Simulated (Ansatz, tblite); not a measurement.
# The cluster Ge₄H₄O₁₀: which spin state is lowest

Aim: set other spin states of the cluster Ge₄H₄O₁₀ against its singlet, on many levels of theory.

Computed with Ansatz 0.2.0, Gaussian basis. Level: as each input shows.

Plan: triplet, at the geometry of the singlet (GFN1-xTB, GFN2-xTB, PBE0-D4/def2-SVP, PBE-D4/def2-SVP, r2SCAN-D4/def2-SVP); the singlet's energies come from earlier runs.

8 further runs of the same task are left out: 6 that didn't finish, 2 set aside as unsound or not needed.

## 1. The geometry

The singlet was relaxed beforehand with PBE-D4/def2-SVP. At that level it is the lowest of the isomers that a small search found.

18 atoms, charge 0, spin multiplicity 1.

Bond lengths: Ge1–O8 1.862 Å, Ge1–O10 1.904 Å, Ge1–O13 1.743 Å, Ge1–H17 1.533 Å, Ge2–O7 1.854 Å, Ge2–O9 2.033 Å, Ge2–O11 1.665 Å, Ge2–O12 1.824 Å, Ge3–O6 1.844 Å, Ge3–O8 1.819 Å, Ge3–O9 1.826 Å, Ge3–O10 1.776 Å, Ge4–O5 1.641 Å, Ge4–O9 1.935 Å, Ge4–O12 1.804 Å, Ge4–O14 2.186 Å, O6–O14 1.464 Å, O7–H16 0.992 Å and more. Angles: O8–Ge1–O10 85.3°, O8–Ge1–O13 108.5°, O8–Ge1–H17 119.6°, O10–Ge1–O13 116.1°, O10–Ge1–H17 110.4°, O13–Ge1–H17 114.0°, O7–Ge2–O9 96.0°, O7–Ge2–O11 121.4°, O7–Ge2–O12 95.8°, O9–Ge2–O11 109.7°, O9–Ge2–O12 82.2°, O11–Ge2–O12 138.2°, O6–Ge3–O8 112.3°, O6–Ge3–O9 98.0°, O6–Ge3–O10 137.4°, O8–Ge3–O9 108.2°, O8–Ge3–O10 90.4°, O9–Ge3–O10 108.8° and more.

## 2. Triplet at the fixed geometry, GFN1-xTB

Tight binding, by tblite at 300 K electronic temperature and without a spin-polarisation term:

```python
tblite.interface.Calculator('GFN1-xTB', numbers, positions, charge=0, uhf=2).singlepoint()
```

Energy -1510.3540 eV; 0.084 s.

## 3. Triplet at the fixed geometry, GFN2-xTB

Tight binding, by tblite at 300 K electronic temperature and without a spin-polarisation term:

```python
tblite.interface.Calculator('GFN2-xTB', numbers, positions, charge=0, uhf=2).singlepoint()
```

Energy -1371.1662 eV; 0.12 s.

## 4. Triplet at the fixed geometry, PBE0-D4/def2-SVP

Contents of in.yaml:

```yaml
crystal:
  periodic: [false, false, false]
  atoms:
    - {symbol: Ge, position_ang: [-1.532274, 2.193386, 0.846675]}
    - {symbol: Ge, position_ang: [0.353455, -1.398068, 1.061882]}
    - {symbol: Ge, position_ang: [-0.248960, 0.893479, -1.003182]}
    - {symbol: Ge, position_ang: [0.409939, -2.238546, -1.596329]}
    - {symbol: O, position_ang: [0.087476, -2.890775, -3.067088]}
    - {symbol: O, position_ang: [1.180889, 0.662671, -2.145295]}
    - {symbol: O, position_ang: [1.879939, -0.388175, 0.767850]}
    - {symbol: O, position_ang: [0.237432, 1.692678, 0.557111]}
    - {symbol: O, position_ang: [-0.585900, -0.867780, -0.661238]}
    - {symbol: O, position_ang: [-1.786171, 1.783543, -0.994988]}
    - {symbol: O, position_ang: [-0.646325, -1.100369, 2.358999]}
    - {symbol: O, position_ang: [0.875002, -2.820947, 0.046651]}
    - {symbol: O, position_ang: [-2.243173, 1.081535, 1.985440]}
    - {symbol: O, position_ang: [1.834375, -0.588114, -1.754755]}
    - {symbol: H, position_ang: [-1.696871, 0.230580, 2.117448]}
    - {symbol: H, position_ang: [1.670084, 0.526575, 1.088627]}
    - {symbol: H, position_ang: [-1.867476, 3.664382, 1.118114]}
    - {symbol: H, position_ang: [2.078570, -0.436044, -0.725942]}
basis:
  gaussian: {orbitals: def2-SVP}
magnetization: {spin_polarized: true, initial_magnetization: 2}
hamiltonian: {xc: pbe0, dispersion: d4}
scf: {omitted_lower_state_checks: [starts]}
output: {orbitals: {seedname: orbitals}}
```

Launch:

```console
$ ansatz run in.yaml --threads 4 --pin off --events-out ev --progress --plain --max-ram 6963MiB
```

The program printed:

```text
Functional definition: PBE0
  name "PBE0"
  cite "Adamo & Barone, J. Chem. Phys. 110, 6158 (1999) doi:10.1063/1.478522"
  cite "Perdew, Burke & Ernzerhof, Phys. Rev. Lett. 77, 3865 (1996) doi:10.1103/PhysRevLett.77.3865"
  parent pbe
  parameter a = 0.25
  parameter kappa = 0.804
  parameter beta = 0.06672455060314922
  exchange = (1 - a)*pbe_x(kappa = kappa, mu = beta*pi^2/3) + a*exact_x
  correlation = pbe_c(beta = beta)
these checks for a lower state are left out or cut short: starts
2739 factors; integrals over basis functions are off by at most 1.5e-3 eV
mean field evaluation 1: about -246475.3452 eV, gradient 9.6e1 eV
mean field evaluation 2: about -246063.4851 eV, gradient 2.7e2 eV
mean field evaluation 4: about -246495.6785 eV, gradient 5.6e1 eV
mean field evaluation 8: about -246509.9650 eV, gradient 1.8e1 eV
mean field evaluation 16: about -246512.1479 eV, gradient 1.4e0 eV
mean field evaluation 32: about -246512.1954 eV, gradient 5.3e-2 eV
mean field -246512.19560355 eV, -9059.1560964628 hartree, gradient 2.7e-5 eV, S^2 2.019625; 0 other end points of the search recorded, 0 dependent functions left out
reference -246512.19564009 eV, -9059.1560978057 hartree; 107, 105 occupied and 181, 183 virtual orbitals, 2739 factors
Total energy: -246512.96834776 eV, -9059.1844942890 hartree
Checks for a lower state left out: starts
```

It took 97 s on 4 threads of Intel Xeon at 2.50GHz, shared host; peak memory 2.5 GiB.

HOMO -5.78 eV, LUMO -7.12 eV (over both spins; with the spin held, an empty level of the minority spin lies below the top filled one); ⟨S²⟩ 2.020 (pure: 2.00).

## 5. Triplet at the fixed geometry, PBE-D4/def2-SVP

start.molden holds the orbitals of an earlier run on this state, given as this run's starting guess.

Changes to in.yaml since step 4:

```diff
@@ -22,5 +22,5 @@
 basis:
-  gaussian: {orbitals: def2-SVP}
+  gaussian: {orbitals: def2-SVP, initial_orbitals: start.molden}
 magnetization: {spin_polarized: true, initial_magnetization: 2}
-hamiltonian: {xc: pbe0, dispersion: d4}
+hamiltonian: {xc: pbe, dispersion: d4}
 scf: {omitted_lower_state_checks: [starts]}
```

Same command.

The program printed:

```text
Functional definition: PBE
  name "PBE"
  cite "Perdew, Burke & Ernzerhof, Phys. Rev. Lett. 77, 3865 (1996) doi:10.1103/PhysRevLett.77.3865"
  parent pbe
  parameter kappa = 0.804
  parameter beta = 0.06672455060314922
  exchange = pbe_x(kappa = kappa, mu = beta*pi^2/3)
  correlation = pbe_c(beta = beta)
these checks for a lower state are left out or cut short: starts
3066 factors; their error is unknown
mean field evaluation 1: about -246508.3968 eV, gradient 1.0e1 eV
mean field evaluation 2: about -246509.0162 eV, gradient 1.1e0 eV
mean field evaluation 4: about -246509.0956 eV, gradient 7.7e-1 eV
mean field evaluation 8: about -246508.9548 eV, gradient 3.5e-2 eV
mean field evaluation 16: about -246508.9548 eV, gradient 3.7e-4 eV
mean field -246508.95484772 eV, -9059.0370008828 hartree, gradient 2.4e-6 eV, S^2 2.005036; 0 other end points of the search recorded, 0 dependent functions left out
reference -246508.95489805 eV, -9059.0370027326 hartree; 107, 105 occupied and 181, 183 virtual orbitals, 3066 factors
Total energy: -246509.84360411 eV, -9059.0696620779 hartree
Checks for a lower state left out: starts
```

Run time: 50 s. Hardware: 4 threads of Intel Xeon at 2.50GHz, shared host; peak memory 0.96 GiB.

HOMO -3.98 eV, LUMO -7.39 eV (over both spins; with the spin held, an empty level of the minority spin lies below the top filled one); ⟨S²⟩ 2.005 (pure: 2.00).

## 6. Triplet at the fixed geometry, r2SCAN-D4/def2-SVP

Changes to in.yaml since step 5:

```diff
@@ -24,3 +24,3 @@
 magnetization: {spin_polarized: true, initial_magnetization: 2}
-hamiltonian: {xc: pbe, dispersion: d4}
+hamiltonian: {xc: r2scan, dispersion: d4}
 scf: {omitted_lower_state_checks: [starts]}
```

Launched as before.

The program printed, shortened:

```text
Functional definition: r2SCAN
  name "r2SCAN"
  cite "Furness, Kaplan, Ning, Perdew & Sun, J. Phys. Chem. Lett. 11, 8208 (2020) doi:10.1021/acs.jpclett.0c02405"
  cite "Furness, Kaplan, Ning, Perdew & Sun, J. Phys. Chem. Lett. 11, 9248 (2020) doi:10.1021/acs.jpclett.0c03077"
  parent r2scan
[...]
3066 factors; their error is unknown
[...]
mean field -246552.94973223 eV, -9060.6537830677 hartree, gradient 2.2e-6 eV, S^2 2.011944; 0 other end points of the search recorded, 0 dependent functions left out
reference -246552.94974842 eV, -9060.6537836629 hartree; 107, 105 occupied and 181, 183 virtual orbitals, 3066 factors
Total energy: -246553.18044609 eV, -9060.6622616459 hartree
Checks for a lower state left out: starts
```

Wall time 79 s (4 threads of Intel Xeon at 2.50GHz, shared host); peak memory 1.1 GiB.

HOMO -4.43 eV, LUMO -7.63 eV (over both spins; with the spin held, an empty level of the minority spin lies below the top filled one); ⟨S²⟩ 2.012 (pure: 2.00).

## 7. Triplet less singlet, vertical

The singlet's energies are those of its earlier runs, whose logs aren't repeated here.

| level | triplet less singlet, vertical (kJ/mol) | time |
| --- | --- | --- |
| GFN1-xTB | +521.6 | 0.19 s |
| GFN2-xTB | +397.7 | 0.21 s |
| PBE-D4/def2-SVP | +325.6 | 60 s |
| r2SCAN-D4/def2-SVP | +345.8 | 1.7 min |
| PBE0-D4/def2-SVP | +392.0 | 2.4 min |

Times add the two runs; a level without a time comes out of a correlated run. Tight binding without a spin term can't rank spin states.

## 8. What came out

```
                                               quantity                                       value
triplet less singlet, vertical, functionals in def2-SVP  +325.6 (PBE-D4) to +392.0 kJ/mol (PBE0-D4)
```

All functionals put the triplet above the singlet, over a spread of 66.4 kJ/mol. The checks for a lower triplet were left out, so another state of that spin may lie lower. These are electronic energies, without zero-point motion, entropy or surroundings.
